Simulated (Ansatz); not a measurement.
# Arsenic, bcc under LDA: from relaxation to bulk modulus

Aim: take arsenic in the bcc structure, relax it, solve it on a dense k-mesh, switch on spin-orbit coupling, then scale the cell to 7 volumes from 88 to 112 % of the relaxed one and try a fit of the equation of state. The k-meshes are 13×13×13 for the relaxation; 22×22×22 for the dense run; 13×13×13 for spin-orbit coupling; 15×15×15 for the volumes.

Program: Ansatz 0.2.0. Level of theory: DFT LDA (PW92), plane waves (420 eV) with PAW, scalar-relativistic; the PAW data stem from PBE, with regenerated cores. These are calculated values, not measurements.

### 1 The system as given

Symmetry: Im-3m, No. 229, cubic system. Conventional cell: a = 3.320 Å, b = 3.320 Å, c = 3.320 Å, α = 90.00°, β = 90.00°, γ = 90.00°. As (site symmetry m-3m) is surrounded by 8 As at 2.88 Å.

As a file:

```cif
data_structure
_symmetry_space_group_name_H-M 'Im-3m'
_symmetry_Int_Tables_number 229
_cell_length_a 3.3202
_cell_length_b 3.3202
_cell_length_c 3.3202
_cell_angle_alpha 90.000
_cell_angle_beta 90.000
_cell_angle_gamma 90.000
_cell_volume 36.60
loop_
_atom_site_label
_atom_site_type_symbol
_atom_site_symmetry_multiplicity
_atom_site_Wyckoff_symbol
_atom_site_fract_x
_atom_site_fract_y
_atom_site_fract_z
_atom_site_occupancy
As1 As 2 a 0.00000 0.00000 0.00000 1
```

### 2 Geometry optimisation

input.yaml

```yaml
crystal:
  lattice:
    - [-1.6601131187, 1.6601131187, 1.6601131187]
    - [1.6601131187, -1.6601131187, 1.6601131187]
    - [1.6601131187, 1.6601131187, -1.6601131187]
  atoms:
    - { symbol: As, position: [0.0, 0.0, 0.0] }
hamiltonian:
  xc: lda
  pseudopotentials:
    kind: paw
    azcp:
      As: "pseudopotentials/As.paw.azcp"
basis:
  ecutwfc: 420
  fft_grid_basis: typed
kpoints:
  mp_grid: { grid: [13, 13, 13], shift: [0, 0, 0] }
magnetization:
  spin_polarized: false
scf:
  occupations: { method: fermi_dirac, width: 0.1 }
relax:
  max_steps: 60
  f_tol: 0.01
  cell: {}
```

The runs that follow: The energy on a finer k-mesh; With spin-orbit coupling; The cell scaled to 88 % of its volume; The cell scaled to 92 % of its volume; The cell scaled to 96 % of its volume; The cell scaled to 100 % of its volume; The cell scaled to 104 % of its volume; The cell scaled to 108 % of its volume; The cell scaled to 112 % of its volume.

**Question.** What will these runs give? Wanted: space group; conventional cell; volume; shortest distance; gap on the mesh; relative to grey arsenic; V₀, B₀, B₀′.

As calculated:

| quantity | value |
| --- | --- |
| space group (spins left aside) | Im-3m (No. 229) |
| conventional cell | a = 3.292 Å |
| volume | 17.836 Å³/atom |
| shortest distance | 2.851 Å |
| gap on the mesh | none (levels filled in part) |
| relative to grey arsenic (A7) | +387 meV/atom |
| V₀, B₀, B₀′ | 17.805 Å³/atom, 97 GPa, 4.9 |

The relaxation shrank the cell by 2.5 % in volume. Against the reference form of arsenic (grey arsenic (A7), computed apart with the same settings) it stands 387 meV/atom higher, so it is far from stable. Levels at the Fermi energy are filled in part, as in a metal. The total energy of the spin-orbit run lies -0.11 eV/atom from the scalar one, but the two kinds of run don't share a zero of energy: only differences within one kind count. B₀ comes out at 97 GPa. The symmetry was held, so the structure may be unstable against distortions that break it.
